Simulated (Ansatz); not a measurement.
**C2H8AlNSi: a ladder of functionals and wavefunction methods**

One table from this session's results is given with a row withheld; the runs are named, their logs left out.

The runs use Ansatz 0.2.0, Gaussian basis; functionals in def2-TZVPP, the program's frozen cores in correlated methods.

Levels to be run: LDA (SPW92), PBE-D4, revPBE-D4, BLYP-D4, r2SCAN-D4, B97M-V, PBE0-D4, B3LYP-D4, r2SCANh-D4, r2SCAN0-D4, HSE06-D4, BHLYP-D4, CAM-B3LYP-D4, LC-ωPBE, ωB97X-V, ωB97M-V, B2PLYP, PBE-QIDH; CCSD(T)/def2-SVP; CCSD(T)/def2-TZVPP; MP2/def2-QZVPP; extrapolation to the limit; RPA on PBE.

## The geometry

All runs share one geometry, relaxed beforehand with PBE0-D4 in a triple-zeta def2 set.

SMILES `C[N]1[AlH][CH]1[SiH3]`, 13 atoms, charge 0, spin multiplicity 1.

Atoms are counted from 1 here; the program's logs count them from 0.

Bond lengths: C1–N2 1.424 Å, C1–H6 1.099 Å, C1–H7 1.099 Å, C1–H8 1.093 Å, N2–Al3 1.719 Å, N2–C4 1.516 Å, Al3–C4 1.926 Å, Al3–H9 1.569 Å, C4–Si5 1.858 Å, C4–H10 1.098 Å, Si5–H11 1.495 Å, Si5–H12 1.490 Å, Si5–H13 1.494 Å. Angles: N2–C1–H6 111.7°, N2–C1–H7 112.0°, N2–C1–H8 110.0°, H6–C1–H7 107.2°, H6–C1–H8 107.9°, H7–C1–H8 107.9°, C1–N2–Al3 166.7°, C1–N2–C4 120.5°, Al3–N2–C4 72.8°, N2–Al3–C4 48.8°, N2–Al3–H9 147.0°, C4–Al3–H9 164.2°, N2–C4–Al3 58.5°, N2–C4–Si5 118.3°, N2–C4–H10 113.8°, Al3–C4–Si5 121.2°, Al3–C4–H10 119.3°, Si5–C4–H10 114.1° and more.

Set-up of the first run:

in.yaml reads:

```yaml
crystal:
  periodic: [false, false, false]
  atoms:
    - {symbol: C, position_ang: [-1.504433, 0.191230, 1.097662]}
    - {symbol: N, position_ang: [-0.625756, 0.801269, 0.157989]}
    - {symbol: Al, position_ang: [0.332635, 1.871838, -0.785394]}
    - {symbol: C, position_ang: [0.074092, -0.033937, -0.896670]}
    - {symbol: Si, position_ang: [1.396985, -1.217744, -0.347947]}
    - {symbol: H, position_ang: [-2.347308, -0.309509, 0.600287]}
    - {symbol: H, position_ang: [-0.992556, -0.565507, 1.708398]}
    - {symbol: H, position_ang: [-1.913106, 0.947132, 1.772769]}
    - {symbol: H, position_ang: [0.782324, 3.352393, -1.045920]}
    - {symbol: H, position_ang: [-0.602250, -0.440910, -1.659965]}
    - {symbol: H, position_ang: [0.920575, -2.410488, 0.416613]}
    - {symbol: H, position_ang: [2.137532, -1.727245, -1.536827]}
    - {symbol: H, position_ang: [2.361763, -0.493323, 0.533807]}
basis:
  gaussian: {orbitals: def2-TZVPP}
hamiltonian: {xc: lda}
output: {orbitals: {seedname: orbitals}}
```

Among the steps run: LDA; PBE-D4 (GGA); revPBE-D4 (GGA); BLYP-D4 (GGA); r2SCAN-D4 (meta-GGA); B97M-V (meta-GGA); PBE0-D4 (hybrid); B3LYP-D4 (hybrid); r2SCANh-D4 (hybrid); r2SCAN0-D4 (hybrid); HSE06-D4 (hybrid); BHLYP-D4 (hybrid); CAM-B3LYP-D4 (range-separated); LC-ωPBE (range-separated); ωB97X-V (range-separated); ωB97M-V (range-separated); B2PLYP (double hybrid); PBE-QIDH (double hybrid).

One of the session's tables, all rows but one given; the rest of the session is left out.

It belongs to the step «Frontier levels by functional». 

| functional | HOMO (eV) | gap (eV) |
| --- | --- | --- |
| LDA (SPW92) | -5.03 | 3.10 |
| PBE-D4 | -4.90 | 3.18 |
| revPBE-D4 | -4.84 | 3.22 |
| BLYP-D4 | -4.77 | 3.17 |
| r2SCAN-D4 | -5.05 | 3.64 |
| B97M-V | -5.19 | 3.55 |
| PBE0-D4 | -6.03 | 5.05 |
| B3LYP-D4 | -5.83 | 4.66 |
| r2SCANh-D4 | -5.48 | 4.32 |
| r2SCAN0-D4 | -6.15 | 5.35 |
| HSE06-D4 | -5.63 | 4.29 |
| BHLYP-D4 | -7.11 | 6.88 |
| CAM-B3LYP-D4 | -7.33 | 7.27 |
| LC-ωPBE | -8.63 | 9.63 |
| ωB97X-V | ? | ? |
| ωB97M-V | -8.24 | 8.84 |

Q: Estimate the row for ωB97X-V from the others.

**Answer.** HOMO (eV): -8.31; gap (eV): 9.19. In the column «HOMO (eV)» it lies between LC-ωPBE (-8.63) and ωB97M-V (-8.24).
